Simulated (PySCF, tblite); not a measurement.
**C4H10ClFSi2: geometry, infrared bands and NMR shifts**

Wanted: the infrared bands and NMR shifts of C4H10ClFSi2 (`C=C[SiH2][SiH2][C@@H](Cl)CF`), by calculation.

Computed with tblite 0.8.0 and PySCF 2.14.0, with density-fitted response routines of our own, on a single molecule in the gas phase. Atoms are numbered from 0 throughout.

## Step 1: Starting geometry

18 atoms, charge 0, multiplicity 1; geometry from: force field or distance geometry start.

Bonds of the start (Å): C0–C1 1.34, C1–Si2 1.85, Si2–Si3 2.31, Si3–C4 1.86, C4–Cl5 1.80, C4–C6 1.51, C6–F7 1.36, C0–H8 1.09, C0–H9 1.09, C1–H10 1.08, Si2–H11 1.48, Si2–H12 1.50, Si3–H13 1.50, Si3–H14 1.49, C4–H15 1.09, C6–H16 1.10, C6–H17 1.10.

## Step 2: Optimising the geometry with GFN2-xTB

Job settings and geometry (Å):

```
{"job": {"kind": "relax", "xc": "GFN2-xTB", "basis": "xTB"}, "charge": 0, "multiplicity": 1}
C     -2.624400    -0.381100    -0.272500
C     -2.181200     0.779800     0.223400
Si    -0.842600     0.949300     1.495900
Si     1.202500     1.171100     0.442300
C      1.435100    -0.259100    -0.720300
Cl     2.895200     0.107600    -1.710300
C      1.603600    -1.624900    -0.091300
F      0.425200    -2.004800     0.471100
H     -2.238400    -1.349900     0.036200
H     -3.435200    -0.382900    -1.005100
H     -2.611000     1.713400    -0.098500
H     -0.856900    -0.223100     2.406500
H     -1.130300     2.166800     2.317500
H      2.299100     1.190000     1.464000
H      1.229200     2.473000    -0.276800
H      0.594900    -0.287100    -1.418400
H      2.364800    -1.639300     0.703700
H      1.861600    -2.392800    -0.832300
```

Started as:

```bash
$ OMP_NUM_THREADS=1 python probes_run.py task.json out
```

This one command runs all jobs of the session in turn.

**Question.** This job is followed by: GFN2-xTB harmonic vibrations, gas phase; GIAO PBE0/pcSseg-1 NMR shielding, non-relativistic, gas phase. What will the session give for the following? strongest single infrared mode (GFN2-xTB); zero-point energy (GFN2-xTB); ¹³C shifts against TMS (PBE0/pcSseg-1); ¹H shifts against TMS (PBE0/pcSseg-1); ²⁹Si shifts against TMS (PBE0/pcSseg-1); ³⁵Cl shifts against HCl (PBE0/pcSseg-1); ¹⁹F shifts against CFCl3 (PBE0/pcSseg-1); surface potential, 1st and 99th percentile.

The runs gave:

| quantity | value |
| --- | --- |
| strongest single infrared mode (GFN2-xTB) | 658 cm⁻¹, 717 km/mol |
| zero-point energy (GFN2-xTB) | 76.4 kcal/mol |
| ¹³C shifts against TMS (PBE0/pcSseg-1) | 147.7, 135.1, 88.8, 44.7 ppm |
| ¹H shifts against TMS (PBE0/pcSseg-1) | 6.63, 6.36, 6.32, 5.05, 4.50, 4.28, 4.19, 4.11, 3.84, 3.60 ppm |
| ²⁹Si shifts against TMS (PBE0/pcSseg-1) | -56.8, -80.4 ppm |
| ³⁵Cl shifts against HCl (PBE0/pcSseg-1) | 93 ppm |
| ¹⁹F shifts against CFCl3 (PBE0/pcSseg-1) | -227.1 ppm |
| surface potential, 1st and 99th percentile | -0.68 V and 1.07 V |

Over 57 steps the energy fell by 0.200 eV; of the close pairs, Si3–C4 changed most, 1.858 to 1.930 Å. No mode is imaginary among the 48: a minimum at this level. The strongest single mode, at 658 cm⁻¹, is spread over several atoms, H12, H11, H14, H13 among them. GFN2-xTB is a fitted tight-binding method: band positions and strengths are rough. Its intensities can rank the bands wrongly. C0 (terminal =CH2 carbon) lies farthest downfield among carbon, at 147.7 ppm; as expected for a trigonal carbon in a double bond. At PBE0/pcSseg-1: The widest tensor belongs to Cl5: span 365 ppm, with a paramagnetic part of -289 ppm. By nearest atom (PBE0/pcSseg-1), the HOMO sits on C0, C1 about 17 % each; Cl5 15 % and the LUMO on C0, C1 about 24 % each; Si2, Si3 about 8 % each.
